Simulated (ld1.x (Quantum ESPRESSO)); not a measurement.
**A TM potential for Cu, from input to tests**

Task: generate the file, and judge it by its errors in other configurations, its logarithmic derivatives, its ghosts and its cutoff.

Program: ld1.x (Quantum ESPRESSO) 7.5. Reference atom: PBE, scalar-relativistic, spherical and spin-unpolarised. All values are calculated.

### Step 1. Starting point

Typed settings, in words:

- element: copper (Cu, Z = 29)
- type: norm-conserving Troullier–Martins (Kleinman–Bylander form)
- frozen core: [Ar]
- valence charge: 11
- reference configuration: 3d10 4s1 4p0
- partial waves: 4p (bound, empty): rc 3.75 bohr; 3d (bound): rc 1.05 bohr; 4f channel at -0.15 Ry: rc 4.05 bohr; 4s (bound): rc 2.45 bohr
- local potential: the s channel
- core correction: a·sin(br)/r model core inside 0.50 bohr

The outer shells as boxes (Hund's rule for the drawing; the calculation is spin-unpolarised):

```
[Ar] core
3d [↑↓][↑↓][↑↓][↑↓][↑↓]
4s [↑ ]
4p [  ][  ][  ]
```

The nodes and maxima of the atom's own shells, from an earlier all-electron run, set the scale for the radii.

All-electron outer shells of the reference configuration (PBE, scalar-relativistic, ld1.x):

```tsv
shell	level (eV)	outermost node (bohr)	outermost maximum (bohr)
3s	-114.70	0.29	0.61
3p	-72.14	0.26	0.62
3d	-5.04	–	0.60
4s	-4.61	0.89	2.27
4p	-0.70	0.97	3.65
```

### Step 2. The generation run

Contents of Cu.in:

```
 &input
   title='Cu', zed=29., rel=1, dft='PBE', iswitch=3,
   config='[Ar] 3d10 4s1 4p0 4f-2',
   nld=4, rlderiv=4.40, eminld=-2.0, emaxld=5.0, deld=0.02
 /
 &inputp
   pseudotype=2, tm=.true., lloc=0,
   nlcc=.true., rcore=0.50,
   file_pseudopw='Cu.UPF', file_wfcaegen='ae.wfc', file_wfcncgen='nc.wfc', file_beta='beta', file_chi='chi'
 /
4
4P  2  1   0.00   0.00  3.75  3.75  0.0
3D  3  2  10.00   0.00  1.05  1.05  0.0
4F  4  3  -2.00  -0.15  4.05  4.05  0.0
4S  1  0   1.00   0.00  2.45  2.45  0.0
 &test
   configts(1)='3d10 4s1 4p0'
 /
```

Command:

```console
$ ld1.x < Cu.in > Cu.out
```

What the program wrote to Cu.out (without the banner and most projector matrices):

```text
     Program LD1 v.7.5
     --------------------------- All-electron run ----------------------------

     Cu
     scalar relativistic calculation

     atomic number is 29.00
     dft =PBE   lsd =0 sic =0 latt =0  beta=0.20 tr2=1.0E-14
     Exchange-correlation= PBE
                           (   1   4   3   4   0   0   0)
     mesh =1199 r(mesh) = 100.25372 a.u. xmin = -7.00 dx = 0.01250
     1 Ry =  13.60569312 eV, c = 137.03599908

     n l     nl                  e(Ry)          e(Ha)          e(eV)
     1 0     1S 1( 2.00)      -650.5489      -325.2745     -8851.1694
     2 0     2S 1( 2.00)       -78.0904       -39.0452     -1062.4738
     2 1     2P 1( 6.00)       -67.3965       -33.6983      -916.9763
     3 0     3S 1( 2.00)        -8.4305        -4.2153      -114.7030
     3 1     3P 1( 6.00)        -5.3024        -2.6512       -72.1430
     3 2     3D 1(10.00)        -0.3703        -0.1851        -5.0378
     4 0     4S 1( 1.00)        -0.3388        -0.1694        -4.6093
     4 1     4P 1( 0.00)        -0.0512        -0.0256        -0.6967

     final scf error:  5.3E-15 reached in  32 iterations

     Etot =   -3309.701531 Ry,   -1654.850765 Ha,  -45030.783357 eV

     Ekin =    3358.932341 Ry,    1679.466170 Ha,   45700.602648 eV
     Encl =   -7969.314771 Ry,   -3984.657386 Ha, -108428.051175 eV
     Eh   =    1435.751702 Ry,     717.875851 Ha,   19534.397054 eV
     Exc  =    -135.070802 Ry,     -67.535401 Ha,   -1837.731883 eV

     normalization and overlap integrals

     s(1S/1S) =  1.000000  <r> =   0.0521  <r2> =    0.0037  r(max) =   0.0341
     s(2S/2S) =  1.000000  <r> =   0.2352  <r2> =    0.0653  r(max) =   0.1960
     s(2P/2P) =  1.000000  <r> =   0.2064  <r2> =    0.0523  r(max) =   0.1585
     s(3S/3S) =  1.000000  <r> =   0.7119  <r2> =    0.5863  r(max) =   0.6112
     s(3P/3P) =  1.000000  <r> =   0.7494  <r2> =    0.6650  r(max) =   0.6189
     s(3D/3D) =  1.000000  <r> =   1.0474  <r2> =    1.5756  r(max) =   0.6036
     s(4S/4S) =  1.000000  <r> =   2.9362  <r2> =   10.2155  r(max) =   2.2710
     s(4P/4P) =  1.000000  <r> =   5.1791  <r2> =   33.4210  r(max) =   3.6517

     ------------------------ End of All-electron run ------------------------

     --------------------- Generating NC pseudopotential ---------------------

      Generating local pot.: lloc=0, matching radius rcloc =   2.4500

      Computing core charge for nlcc:

       r > 0.50 : true rho core
       r < 0.50 : rho core = a sin(br)/r    a=  24.18  b=   3.38

      Integrated core pseudo-charge :   9.10

      Wfc   4P  rcut= 3.791  Using Troullier-Martins method

      Wfc   3D  rcut= 1.059  Using Troullier-Martins method

      Wfc   4F  rcut= 4.087  Using Troullier-Martins method

     ------------------- End of pseudopotential generation -------------------

     [... the all-electron block is printed once more ...]


     Computing logarithmic derivative in   4.37748
     Computing logarithmic derivative in   4.37748
     Computing the partial wave expansion
       no projector for channel:   0
     R is outside the sphere for l=    1 j= 0.00
     R is outside the sphere for l=    2 j= 0.00
     R is outside the sphere for l=    3 j= 0.00

     ---------------------- Testing the pseudopotential ----------------------

     Cu
     scalar relativistic calculation

     atomic number is 29.00   valence charge is 11.00
     dft =PBE   lsd =0 sic =0 latt =0  beta=0.20 tr2=1.0E-14
     mesh =1199 r(mesh) = 100.25372 xmin = -7.00 dx = 0.01250

     n l     nl             e AE (Ry)        e PS (Ry)    De AE-PS (Ry)
     3 2     3D   1(10.00)       -0.37027       -0.37027        0.00000
     1 0     4S   1( 1.00)       -0.33878       -0.33878        0.00000
     2 1     4P   1( 0.00)       -0.05121       -0.05121        0.00000

     eps = 8.1E-16  iter = 12

     Etot =   -3309.701531 Ry,   -1654.850765 Ha,  -45030.783357 eV
     Etotps =  -119.395671 Ry,     -59.697835 Ha,   -1624.460859 eV

     Ekin =     159.199672 Ry,      79.599836 Ha,    2166.021884 eV
     Encl =    -166.512125 Ry,     -83.256062 Ha,   -2265.512874 eV
     Ehrt =      99.083066 Ry,      49.541533 Ha,    1348.093788 eV
     Ecxc =     -41.719685 Ry,     -20.859843 Ha,    -567.625234 eV
     (Ecc =     -18.632642 Ry,      -9.316321 Ha,    -253.510010 eV)
     Epseu=    -169.446599 Ry,     -84.723299 Ha,   -2305.438423 eV

     ---------------------- End of pseudopotential test ----------------------
```

Wall time 2 s (1 thread of Neoverse-N1, shared host). This counts the later configuration tests of the new file too.

All-electron and pseudo partial waves u(r) = r·R(r), from the program's wave files:

| r (bohr) | 4s AE | 4s PS | 3d AE | 3d PS |
| --- | --- | --- | --- | --- |
| 0.202 | 0.1256 | 0.0382 | 0.3911 | 0.1926 |
| 0.405 | -0.1887 | 0.0799 | 0.8543 | 0.8178 |
| 0.607 | -0.2345 | 0.1280 | 0.9720 | 1.0472 |
| 0.810 | -0.0769 | 0.1862 | 0.9070 | 0.9210 |
| 1.012 | 0.1216 | 0.2563 | 0.7907 | 0.7907 |
| 1.215 | 0.2958 | 0.3380 | 0.6732 | 0.6732 |
| 1.418 | 0.4280 | 0.4251 | 0.5699 | 0.5699 |
| 1.620 | 0.5193 | 0.5061 | 0.4831 | 0.4831 |
| 1.822 | 0.5772 | 0.5689 | 0.4109 | 0.4109 |
| 2.025 | 0.6089 | 0.6066 | 0.3506 | 0.3506 |
| 2.228 | 0.6204 | 0.6202 | 0.3003 | 0.3003 |
| 2.430 | 0.6167 | 0.6167 | 0.2583 | 0.2583 |
| 2.632 | 0.6022 | 0.6022 | 0.2229 | 0.2229 |
| 2.835 | 0.5798 | 0.5798 | 0.1926 | 0.1926 |
| 3.037 | 0.5524 | 0.5524 | 0.1670 | 0.1670 |
| 3.240 | 0.5215 | 0.5215 | 0.1449 | 0.1449 |
| 3.442 | 0.4890 | 0.4890 | 0.1260 | 0.1260 |
| 3.645 | 0.4556 | 0.4556 | 0.1097 | 0.1097 |
| 3.847 | 0.4227 | 0.4227 | 0.0956 | 0.0956 |
| 4.050 | 0.3904 | 0.3904 | 0.0835 | 0.0835 |
| 4.252 | 0.3594 | 0.3594 | 0.0729 | 0.0729 |
| 4.455 | 0.3298 | 0.3298 | 0.0638 | 0.0638 |
| 4.658 | 0.3018 | 0.3018 | 0.0558 | 0.0558 |
| 4.860 | 0.2757 | 0.2757 | 0.0489 | 0.0489 |
| 5.062 | 0.2514 | 0.2514 | 0.0429 | 0.0429 |
| 5.265 | 0.2287 | 0.2287 | 0.0376 | 0.0376 |

### Step 3. Testing the new file in other configurations

Contents of Cu.test.in:

```
 &input
   title='Cu', zed=29., rel=1, dft='PBE', iswitch=2,
   config='[Ar] 3d10 4s1 4p0 4f-2'
 /
 &test
   file_pseudo='Cu.UPF', nconf=8,
   configts(1)='3d10 4s1 4p0',
   configts(2)='3d10 4s0 4p0',
   configts(3)='3d9 4s0 4p0',
   configts(4)='3d8 4s0 4p0',
   configts(5)='3d10 4s0.5 4p0',
   configts(6)='3d9 4s1 4p1',
   configts(7)='3d9 4s2 4p0',
   configts(8)='3d10 4s0 4p1'
 /
```

Command:

```console
$ ld1.x < Cu.test.in > Cu.test.out
```

Cu.test.out, the pseudopotential blocks, each with the warnings that came before it:

```text
     ---------------------- Testing the pseudopotential ----------------------

     Cu
     scalar relativistic calculation

     atomic number is 29.00   valence charge is 11.00
     dft =PBE   lsd =0 sic =0 latt =0  beta=0.20 tr2=1.0E-14
     mesh =1199 r(mesh) = 100.25372 xmin = -7.00 dx = 0.01250

     n l     nl             e AE (Ry)        e PS (Ry)    De AE-PS (Ry)
     3 2     3D   1(10.00)       -0.37027       -0.37027        0.00000
     1 0     4S   1( 1.00)       -0.33878       -0.33878        0.00000
     2 1     4P   1( 0.00)       -0.05121       -0.05121       -0.00000

     eps = 6.5E-15  iter =  9

     Etot =   -3309.701531 Ry,   -1654.850765 Ha,  -45030.783357 eV
     Etotps =  -119.395670 Ry,     -59.697835 Ha,   -1624.460847 eV

     Ekin =     159.199673 Ry,      79.599837 Ha,    2166.021899 eV
     Encl =    -166.512125 Ry,     -83.256062 Ha,   -2265.512873 eV
     Ehrt =      99.083066 Ry,      49.541533 Ha,    1348.093788 eV
     Ecxc =     -41.719685 Ry,     -20.859843 Ha,    -567.625234 eV
     (Ecc =     -18.632642 Ry,      -9.316321 Ha,    -253.510010 eV)
     Epseu=    -169.446599 Ry,     -84.723300 Ha,   -2305.438428 eV

     ---------------------- End of pseudopotential test ----------------------

     BEWARE! Errors in PS-KS equations
     ---------------------- Testing the pseudopotential ----------------------

     Cu
     [...]
     n l     nl             e AE (Ry)        e PS (Ry)    De AE-PS (Ry)
     3 2     3D   1(10.00)       -1.00387       -0.99952       -0.00435
     1 0     4S   1( 0.00)       -0.87409       -0.87711        0.00302
     2 1     4P   1( 0.00)       -0.48142       -0.48416        0.00274

     eps = 9.2E-15  iter =  9

     Etot =   -3309.102669 Ry,   -1654.551334 Ha,  -45022.635421 eV
     Etotps =  -118.795519 Ry,     -59.397759 Ha,   -1616.295375 eV
     dEtot_ae =       0.598862 Ry
     dEtot_ps =       0.600151 Ry,   Delta E=      -0.001289 Ry

     [...]
     ---------------------- End of pseudopotential test ----------------------

     ---------------------- Testing the pseudopotential ----------------------

     Cu
     [...]
     n l     nl             e AE (Ry)        e PS (Ry)    De AE-PS (Ry)
     3 2     3D   1( 9.00)       -2.17762       -2.22549        0.04787  !
     1 0     4S   1( 0.00)       -1.64243       -1.65091        0.00848  !
     2 1     4P   1( 0.00)       -1.12816       -1.13119        0.00303

     eps = 2.4E-15  iter = 18

     Etot =   -3307.534761 Ry,   -1653.767381 Ha,  -45001.302955 eV
     Etotps =  -117.210807 Ry,     -58.605403 Ha,   -1594.734268 eV
     dEtot_ae =       2.166770 Ry
     dEtot_ps =       2.184863 Ry,   Delta E=      -0.018094 Ry

     [...]
     ---------------------- End of pseudopotential test ----------------------

     BEWARE! Errors in PS-KS equations
     Warning: n=3, l=2 expected 0 nodes, found 1
     ---------------------- Testing the pseudopotential ----------------------

     Cu
     [...]
     n l     nl             e AE (Ry)        e PS (Ry)    De AE-PS (Ry)
     3 2     3D   1( 8.00)       -3.59499       -3.74924        0.15425  !
     1 0     4S   1( 0.00)       -2.53770       -2.57971        0.04201  !
     2 1     4P   1( 0.00)       -1.91536       -1.92285        0.00749  !

     eps = 5.2E-15  iter =  7

     Etot =   -3304.666857 Ry,   -1652.333428 Ha,  -44962.283127 eV
     Etotps =  -114.245300 Ry,     -57.122650 Ha,   -1554.386493 eV
     dEtot_ae =       5.034674 Ry
     dEtot_ps =       5.150370 Ry,   Delta E=      -0.115696 Ry

     [...]
     ---------------------- End of pseudopotential test ----------------------

     ---------------------- Testing the pseudopotential ----------------------

     Cu
     [...]
     n l     nl             e AE (Ry)        e PS (Ry)    De AE-PS (Ry)
     3 2     3D   1(10.00)       -0.67108       -0.66872       -0.00236
     1 0     4S   1( 0.50)       -0.59517       -0.59625        0.00108
     2 1     4P   1( 0.00)       -0.25132       -0.25211        0.00079

     eps = 2.6E-15  iter = 14

     Etot =   -3309.469123 Ry,   -1654.734561 Ha,  -45027.621283 eV
     Etotps =  -119.162994 Ry,     -59.581497 Ha,   -1621.295131 eV
     dEtot_ae =       0.232408 Ry
     dEtot_ps =       0.232676 Ry,   Delta E=      -0.000268 Ry

     [...]
     ---------------------- End of pseudopotential test ----------------------

     ---------------------- Testing the pseudopotential ----------------------

     Cu
     [...]
     n l     nl             e AE (Ry)        e PS (Ry)    De AE-PS (Ry)
     3 2     3D   1( 9.00)       -0.85163       -0.89391        0.04228  !
     1 0     4S   1( 1.00)       -0.52491       -0.52337       -0.00154
     2 1     4P   1( 1.00)       -0.15499       -0.15341       -0.00157

     eps = 1.4E-15  iter = 14

     Etot =   -3309.200967 Ry,   -1654.600483 Ha,  -45023.972836 eV
     Etotps =  -118.877217 Ry,     -59.438608 Ha,   -1617.406934 eV
     dEtot_ae =       0.500564 Ry
     dEtot_ps =       0.518453 Ry,   Delta E=      -0.017889 Ry

     [...]
     ---------------------- End of pseudopotential test ----------------------

     BEWARE! Errors in PS-KS equations
     ---------------------- Testing the pseudopotential ----------------------

     Cu
     [...]
     n l     nl             e AE (Ry)        e PS (Ry)    De AE-PS (Ry)
     3 2     3D   1( 9.00)       -0.69958       -0.73798        0.03840  !
     1 0     4S   1( 2.00)       -0.42717       -0.42342       -0.00374
     2 1     4P   1( 0.00)       -0.08609       -0.08365       -0.00243

     eps = 6.8E-15  iter = 13

     Etot =   -3309.556741 Ry,   -1654.778371 Ha,  -45028.813395 eV
     Etotps =  -119.232394 Ry,     -59.616197 Ha,   -1622.239360 eV
     dEtot_ae =       0.144790 Ry
     dEtot_ps =       0.163276 Ry,   Delta E=      -0.018487 Ry

     [...]
     ---------------------- End of pseudopotential test ----------------------

     BEWARE! Errors in PS-KS equations
     ---------------------- Testing the pseudopotential ----------------------

     Cu
     [...]
     n l     nl             e AE (Ry)        e PS (Ry)    De AE-PS (Ry)
     3 2     3D   1(10.00)       -0.52571       -0.52286       -0.00284
     1 0     4S   1( 0.00)       -0.44612       -0.44655        0.00043
     2 1     4P   1( 1.00)       -0.12603       -0.12621        0.00018

     eps = 9.7E-15  iter = 13

     Etot =   -3309.397502 Ry,   -1654.698751 Ha,  -45026.646835 eV
     Etotps =  -119.091444 Ry,     -59.545722 Ha,   -1620.321642 eV
     dEtot_ae =       0.304029 Ry
     dEtot_ps =       0.304226 Ry,   Delta E=      -0.000197 Ry

     [...]
     ---------------------- End of pseudopotential test ----------------------
```

4 tests gave no usable energy difference (3d10 4s0 4p0; 3d8 4s0 4p0; 3d9 4s2 4p0; 3d10 4s0 4p1).

Excitation and ionisation energies from 3d10 4s1 4p0, with the error of the potential.

```csv
valence configuration,charge,ΔE all-electron (eV),error AE − PS (meV)
3d9 4s0 4p0,+2,29.480,-246
3d10 4s0.5 4p0,+0.5,3.162,-3.6
3d9 4s1 4p1,0,6.811,-243
```

### Step 4. Logarithmic derivatives

Taken from the files of the generation run. The phase is arctan(r·u′/u) with u = r·R, unwrapped, with energies in Ry. A pole is an energy at which the radial function vanishes at the test radius. The pseudo phase is shifted by a multiple of π to meet the all-electron one at the reference energy. Levels narrower than the energy grid can be missing from the poles. The last column is the largest difference on the grid between −1 and +1 Ry.

```tsv
channel	radius (bohr)	reference (Ry)	poles AE	poles PS	window around the reference with phases within 0.05 rad (Ry)	largest difference near zero (rad)
s	4.38	-0.34	-0.17, 2.03	-0.17, 1.91, 4.72	below 0.6	0.101
p	4.38	-0.05	0.36, 2.63	0.36, 2.65	below 1.3	0.005
d	4.38	-0.37	-0.37, 1.27, 3.79	-0.37, 1.34, 4.25	below 0.4	0.050
f	4.38	-0.15	1.96, 4.57	1.98, 4.95	below 2.7	0.005
```

Phases (rad) along the scan:

| E (Ry) | s AE | s PS | d AE | d PS |
| --- | --- | --- | --- | --- |
| -2.00 | 1.398 | 1.398 | 1.415 | 1.415 |
| -1.52 | 1.366 | 1.366 | 1.394 | 1.394 |
| -1.04 | 1.302 | 1.302 | 1.361 | 1.361 |
| -0.56 | 0.978 | 0.977 | 1.294 | 1.294 |
| -0.08 | -1.659 | -1.659 | -1.949 | -1.948 |
| 0.40 | -1.982 | -1.991 | -2.796 | -2.752 |
| 0.88 | -3.754 | -3.856 | -4.505 | -4.481 |
| 1.36 | -4.536 | -4.559 | -4.741 | -4.720 |
| 1.84 | -4.679 | -4.699 | -4.909 | -4.856 |
| 2.32 | -4.758 | -4.789 | -5.807 | -5.181 |
| 2.80 | -4.843 | -4.936 | -7.606 | -7.314 |
| 3.28 | -5.046 | -6.430 | -7.779 | -7.705 |
| 3.76 | -6.923 | -7.669 | -7.850 | -7.800 |
| 4.24 | -7.654 | -7.795 | -7.907 | -7.853 |
| 4.72 | -7.769 | -7.854 | -7.986 | -7.897 |

### Step 5. Plane-wave convergence, by spherical Bessel functions

This step uses the generator's waves and projectors in a separate script. Basis: spherical Bessel functions vanishing at 20 bohr, q² up to the cutoff; potential fixed at the reference.

All-electron valence levels (Ry): 4p -0.0512, 3d -0.3703, 4s -0.3388. The lowest levels of each channel (Ry) by cutoff; the last column sums, over occupied levels, occupation times the distance from the level at 400 Ry. A positive value at high cutoff is not a bound level.

| cutoff (Ry) | p #1 | d #1 | f #1 | s #1 | Σ f·Δε (mRy) |
| --- | --- | --- | --- | --- | --- |
| 8 | -0.0511 | 0.0632 | 0.1122 | -0.3363 | 4337.1 |
| 18 | -0.0511 | 0.0632 | 0.1122 | -0.3382 | 4335.3 |
| 35 | -0.0511 | 0.0632 | 0.1122 | -0.3387 | 4334.4 |
| 55 | -0.0511 | 0.0631 | 0.1122 | -0.3388 | 4333.4 |
| 90 | -0.0511 | 0.0615 | 0.1122 | -0.3388 | 4317.1 |
| 140 | -0.0511 | -0.3156 | 0.1122 | -0.3388 | 546.6 |
| 200 | -0.0511 | -0.3696 | 0.1122 | -0.3388 | 6.2 |
| 230 | -0.0511 | -0.3700 | 0.1122 | -0.3388 | 2.6 |
| 400 | -0.0511 | -0.3703 | 0.1122 | -0.3388 | 0.0 |

The sum stays within 10 mRy from 200 Ry and within 1 mRy only somewhere over 300 Ry. The sum leaves out empty levels, which can need more. Ghost test: no level below the all-electron spectrum of its channel (p, d, f, s tested).

### Step 6. What came out

| quantity | value |
| --- | --- |
| cutoffs for 10 and 1 mRy, occupied levels | 200 Ry and over 300 Ry |
| bound ghosts | none found |
| largest test error (AE − PS) | -246 meV, for 3d9 4s0 4p0 (4 tests unsolved) |
| largest phase difference near zero energy, channels read | 0.101 rad |

In words: The worst unpolarised test, 3d9 4s0 4p0, is off by 246 meV on 29.5 eV; by total energies transferability rates as poor. Of the tests 4 gave no usable energy difference, which is a warning in itself. It counts as very hard, with 200 Ry needed at the looser tolerance. The tighter tolerance needs over 300 Ry, and converged work needs a cutoff nearer that. The slowest occupied level is 3d: taken alone it needs 200 Ry to come within 1 mRy, against 18 Ry for 4s. No bound ghost shows below the valence levels. Of the channels read, s scatters worst near zero energy, by up to 0.10 rad. All of this concerns the isolated atom, not yet a solid.
